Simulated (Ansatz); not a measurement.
Crystal: Ba2Tl5V3O12.

```
Ba V Tl O
1.0
     9.93665    0.00000    0.00000
     0.00000    9.93665    0.00000
     0.00000    0.00000    6.65552
Ba V Tl O
2 3 5 12
Direct
  0.00000 0.50000 0.00000
  0.50000 0.00000 0.00000
  0.50000 0.50000 0.00000
  0.50000 0.00000 0.50000
  0.00000 0.50000 0.50000
  0.00000 0.00000 0.50000
  0.67321 0.32679 0.46014
  0.32679 0.67321 0.46014
  0.67321 0.67321 0.53986
  0.32679 0.32679 0.53986
  0.39848 0.60152 0.14652
  0.60152 0.39848 0.14652
  0.60152 0.60152 0.85348
  0.39848 0.39848 0.85348
  0.59959 0.09072 0.33579
  0.40041 0.09072 0.66421
  0.59959 0.90928 0.66421
  0.40041 0.90928 0.33579
  0.09072 0.59959 0.33579
  0.09072 0.40041 0.66421
  0.90928 0.59959 0.66421
  0.90928 0.40041 0.33579
```

The cell was built by a generator and needn't be a form met in nature.

| Item | Value |
| --- | --- |
| Program | Ansatz 0.2.0 |
| Task | relaxation of cell and atoms |
| Functional | PBE |
| Dispersion | D3(BJ)-ATM |
| Potentials or basis | Ansatz PAW |
| Cutoff | 420 eV (not typed: the program's choice for these potentials) |
| k mesh | 2 × 2 × 3 |
| Occupations | fermi-dirac, width 0.05 eV |
| Spin | collinear spin, ferromagnetic start |
| Starting moments | [0.0, 0.0, 2.0, 2.0, 2.0, 0.0, 0.0, 0.0, 0.0, 0.0, 0.0, 0.0, 0.0, 0.0, 0.0, 0.0, 0.0, 0.0, 0.0, 0.0, 0.0, 0.0] μB |

At the start: volume 29.87 Å³/atom.

How do energy, volume and symmetry change on relaxing?

It ends after 8 steps and the volume is 28.29 Å³/atom (-5.3 %); space group P-42m (No. 111, to 0.05 Å); moment 0.00 μB per cell.

Step by step:
```
step  energy change (eV)  largest force (eV/Å)  volume (Å³)
   1              0.0000                0.0292       657.15
   2             -0.0731                0.1366       627.45
   3             -0.0911                0.0491       631.88
   4             -0.0980                0.0227       629.60
   5             -0.1018                0.0116       627.64
   6             -0.0693                0.0113       627.64
   7             -0.0789                0.0094       622.35
   8             -0.0720                0.0094       622.35
```

Final structure:
```
Ba V Tl O
1.0
     9.69388    0.00000    0.00000
     0.00000    9.69388    0.00000
     0.00000    0.00000    6.62279
Ba V Tl O
2 3 5 12
Cartesian
  0.0000 4.8469 0.0000
  4.8469 0.0000 0.0000
  4.8469 4.8469 0.0000
  4.8469 0.0000 3.3114
  0.0000 4.8469 3.3114
  0.0000 0.0000 3.3114
  6.5147 3.1791 3.1117
  3.1791 6.5147 3.1117
  6.5147 6.5147 3.5111
  3.1791 3.1791 3.5111
  3.8397 5.8542 0.9777
  5.8542 3.8397 0.9777
  5.8542 5.8542 5.6451
  3.8397 3.8397 5.6451
  5.8458 0.8893 2.2215
  3.8481 0.8893 4.4013
  5.8458 8.8046 4.4013
  3.8481 8.8046 2.2215
  0.8893 5.8458 2.2215
  0.8893 3.8481 4.4013
  8.8046 5.8458 4.4013
  8.8046 3.8481 2.2215
```

Caveat: the plane-wave basis is chosen anew once the cell has moved, so the energies of steps on either side of that aren't comparable; the starting moments weren't kept.
